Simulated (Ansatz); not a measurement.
# NbI2N: from a guess to a relaxed structure

Aim: relax a trial structure of NbI2N and see where it ends.

Computed with Ansatz 0.2.0 (DFT PBE, scalar-relativistic, plane waves, PAW, unless a step's input says otherwise).

1 further run of the same task is left out (set aside as unsound or not needed).

### 1 The system as given

It takes space group P4/mmm (No. 123, tetragonal). Conventional cell: a = 5.406 Å, b = 5.406 Å, c = 5.406 Å, α = 90.00°, β = 90.00°, γ = 90.00°. Nb (site symmetry 4/mmm) has 4 I at 2.70 Å and 2 N at 2.70 Å as nearest neighbours. Around I (site symmetry mmm) lie 2 Nb at 2.70 Å. N (site symmetry 4/mmm) has 2 Nb at 2.70 Å as nearest neighbours.

As a file:

```
CELL_PARAMETERS angstrom
5.40600 0.00000 0.00000
0.00000 5.40600 0.00000
0.00000 0.00000 5.40600
ATOMIC_POSITIONS crystal
Nb 0.00000 0.00000 0.00000
I 0.50000 0.00000 0.00000
I 0.00000 0.50000 0.00000
N 0.00000 0.00000 0.50000
```

Recipe of the guess: ordered mixture on the anion sites of rhenium trioxide (P4/mmm, No. 123). The dimensions are guesses.

### 2 A first look at the guess

input.yaml reads:

```yaml
crystal:
  lattice:
    - [5.406, 0.0, 0.0]
    - [0.0, 5.406, 0.0]
    - [0.0, 0.0, 5.406]
  atoms:
    - { symbol: Nb, position: [0.0, 0.0, 0.0] }
    - { symbol: I, position: [0.5, 0.0, 0.0] }
    - { symbol: I, position: [0.0, 0.5, 0.0] }
    - { symbol: "N", position: [0.0, 0.0, 0.5] }
basis:
  ecutwfc: 420
kpoints:
  mp_grid: { grid: [4, 4, 4] }
hamiltonian:
  xc: pbe
scf:
  occupations: { method: gaussian, width: 0.1 }
  lower_state_search: "off"
output:
  forces: true
  stress: true
  eigenvalues: true
```

Launch:

```
$ ansatz run input.yaml --threads 1 --pin off --max-ram 2048MiB --backend cpu --events-out ev --progress --plain --runs-dir out
```

The session goes on with these runs: final relaxation; second relaxation, mesh chosen anew.

Before running it: what results should come out? Wanted: conventional cell; volume; energy over the elements; gap on the mesh.

**Answer**, as computed:

| quantity | value |
| --- | --- |
| symmetry at the end (tolerance 0.05 Å) | space group P4/mmm (No. 123) |
| conventional cell | a = 5.718 Å, b = 5.718 Å, c = 3.897 Å, α = 90.00°, β = 90.00°, γ = 90.00° |
| volume | 31.85 Å³/atom |
| energy over the elements (uncorrected; H, N, O, F and Cl as molecules) | -0.11 eV/atom |
| gap on the mesh | none (metal) |

What this shows: The space group P4/mmm (No. 123) is kept, and the volume per atom shrinks by 19.4 % from the first guess. A negative formation energy is needed for stability but isn't enough; other structures and compounds were not set against it here. No finished test with a distortion of lower symmetry is shown, so the end may be a saddle point. Spin-orbit coupling is left out for I. Other magnetic orders were not searched.
